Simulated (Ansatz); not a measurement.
Turn this script for Ansatz 0.2.0 through its Python package into the input file that the command-line program reads.

`energy.py`:
```python
import warnings

import ansatz
import numpy as np

config = {
    "basis": "def2-SVP",
    "functional": "HF",
}


def main() -> None:
    warnings.simplefilter("ignore", ansatz.DeckWarning)

    geometry_ang = [
        ("N", (2.2363, 1.2167, 0.4004)),
        ("C", (1.4061, 0.4589, 0.1247)),
        ("C", (0.3566, -0.5009, -0.2248)),
        ("B", (-1.0719, 0.1111, 0.1107)),
        ("Cl", (-1.675, 1.6087, -0.783)),
        ("Cl", (-2.1762, -0.7276, 1.3267)),
        ("H", (0.5109, -1.435, 0.3539)),
        ("H", (0.4131, -0.7319, -1.3085)),
    ]
    system = ansatz.Crystal.molecule()
    for symbol, xyz in geometry_ang:
        system = system.atom(symbol, xyz)

    job = (
        system.calculation()
        .basis(gaussian=config["basis"])
        .functional(config["functional"])
        .forces()
    )
    trace = []
    outcome = job.session().plan().execute(on_event=trace.append)
    r = outcome.report
    for event in trace:
        if event["event"] == "mean_field_evaluation" and event["data"]["evaluation"] <= 25:
            print("pass {evaluation:3d}  E = {energy_ev:.6f} eV  gradient {gradient_ev:.1e}".format(**event["data"]))

    print("reference energy %16.6f eV" % r["reference_energy_ev"])
    print("total energy     %16.6f eV" % r["free_energy_ev"])
    print("occupied orbitals outside the frozen core (up, down):", r["n_occupied"], " frozen:", r["n_frozen"], " virtual:", r["n_virtual"])

    symbols = [site.symbol for site in system.cartesian_sites]
    print("forces (eV/A)")
    for symbol, f in zip(symbols, r["forces_ev_ang"]):
        print(f"  {symbol:2s} {f[0]:9.4f} {f[1]:9.4f} {f[2]:9.4f}")

    charges = r["charge_distribution"]
    dipole = np.array(charges["dipole_moment_e_ang"]) * 4.803205
    print("dipole (D): {:.3f} {:.3f} {:.3f}, length {:.3f}".format(*dipole, np.linalg.norm(dipole)))
    print("atom  Mulliken   Lowdin")
    for symbol, m, l in zip(symbols, charges["mulliken_charges_e"], charges["lowdin_charges_e"]):
        print(f"{symbol:4s} {m:9.3f} {l:8.3f}")


if __name__ == "__main__":
    main()
```

Output of `python energy.py`:
```text
pass   1  E = -29240.144164 eV  gradient 3.6e+01
pass   2  E = -29240.275073 eV  gradient 3.6e+01
pass   3  E = -29242.296228 eV  gradient 2.9e+01
pass   4  E = -29244.057221 eV  gradient 4.5e+00
pass   5  E = -29244.137979 eV  gradient 1.8e+00
pass   6  E = -29244.147823 eV  gradient 3.8e-01
pass   7  E = -29244.148075 eV  gradient 3.8e-01
pass   8  E = -29244.151353 eV  gradient 3.7e-01
pass   9  E = -29244.152010 eV  gradient 1.4e-01
pass  10  E = -29244.152082 eV  gradient 7.0e-05
pass  11  E = -29244.152083 eV  gradient 1.3e-03
pass  12  E = -29244.152083 eV  gradient 9.4e-06
pass  13  E = -29244.152083 eV  gradient 1.8e-05
reference energy    -29244.152083 eV
total energy        -29244.152083 eV
occupied orbitals outside the frozen core (up, down): [30, 30]  frozen: 0  virtual: [72, 72]
forces (eV/A)
  N    -2.5120   -2.2476   -0.7732
  C     2.7103    2.2034    0.6427
  C    -0.1815   -0.5237    0.1568
  B    -1.8317    0.5444    0.0879
  Cl    0.6460   -1.7373    1.1262
  Cl    1.1977    1.0488   -1.3759
  H    -0.0216    0.5705   -0.4586
  H    -0.0072    0.1414    0.5941
dipole (D): -1.529 -3.013 -1.201, length 3.586
atom  Mulliken   Lowdin
N       -0.115    0.088
C       -0.181   -0.209
C       -0.040    0.014
B        0.458   -0.509
Cl      -0.185    0.249
Cl      -0.184    0.246
H        0.120    0.054
H        0.128    0.067
```

`input.yaml`:
```yaml
crystal:
  periodic: [false, false, false]
  atoms:
    - { symbol: "N", position_ang: [2.2363, 1.2167, 0.4004] }
    - { symbol: C, position_ang: [1.4061, 0.4589, 0.1247] }
    - { symbol: C, position_ang: [0.3566, -0.5009, -0.2248] }
    - { symbol: B, position_ang: [-1.0719, 0.1111, 0.1107] }
    - { symbol: Cl, position_ang: [-1.675, 1.6087, -0.783] }
    - { symbol: Cl, position_ang: [-2.1762, -0.7276, 1.3267] }
    - { symbol: H, position_ang: [0.5109, -1.435, 0.3539] }
    - { symbol: H, position_ang: [0.4131, -0.7319, -1.3085] }
basis:
  gaussian: { orbitals: def2-SVP }
hamiltonian:
  xc: hf
output:
  forces: true
```

On the command line:
```console
$ ansatz run input.yaml --threads 1 --pin off --max-ram 4096MiB --backend cpu --events-out ev --progress --plain --runs-dir out
Engine: ansatz 0.2.0, aarch64-unknown-linux-gnu
Functional definition: HF
  exchange = exact_x
  correlation = 0
1002 factors; integrals over basis functions are off by at most 1.1e-3 eV
mean field evaluation 1: about -29240.1442 eV, gradient 3.6e1 eV
mean field evaluation 2: about -29240.2751 eV, gradient 3.6e1 eV
mean field evaluation 4: about -29244.0572 eV, gradient 4.5e0 eV
mean field evaluation 8: about -29244.1514 eV, gradient 3.7e-1 eV
mean field -29244.15208263 eV, -1074.7027666383 hartree, gradient 1.8e-5 eV, S^2 0.000000; 0 other end points of the search recorded, 0 dependent functions left out
the calculation of the forces begins
reference -29244.15208263 eV, -1074.7027666383 hartree; 30, 30 occupied and 72, 72 virtual orbitals, 1002 factors
Total energy: -29244.15208263 eV, -1074.7027666383 hartree
Atom 0 at     2.236300     1.216700     0.400400 Å, force    -2.511967    -2.247575    -0.773213 eV/Å
Atom 1 at     1.406100     0.458900     0.124700 Å, force     2.710348     2.203351     0.642674 eV/Å
Atom 2 at     0.356600    -0.500900    -0.224800 Å, force    -0.181471    -0.523681     0.156789 eV/Å
Atom 3 at    -1.071900     0.111100     0.110700 Å, force    -1.831749     0.544441     0.087921 eV/Å
Atom 4 at    -1.675000     1.608700    -0.783000 Å, force     0.645984    -1.737263     1.126188 eV/Å
Atom 5 at    -2.176200    -0.727600     1.326700 Å, force     1.197668     1.048824    -1.375882 eV/Å
Atom 6 at     0.510900    -1.435000     0.353900 Å, force    -0.021591     0.570497    -0.458616 eV/Å
Atom 7 at     0.413100    -0.731900    -1.308500 Å, force    -0.007223     0.141406     0.594138 eV/Å
Dipole moment:    -0.318268    -0.627376    -0.250120 e Å
```

Notes:
- Total energies depend on the basis set; only differences at equal settings carry meaning.
- The geometry is a force-field or estimated start, not a minimum of this method, and the basis set is short of its limit.
- The Löwdin charges here are taken after orthogonalising the functions within each atom; they differ from plain Löwdin charges, and their signs can be unphysical.
- Early passes use coarser integrals and grids, so their energies can't be compared with the last.
- Hardware and time: 2.3 s on 1 thread of Arm Neoverse V2, on a shared host, peak memory 0.26 GiB.

(Lines on the test bed's own set-up are left out of the output.)
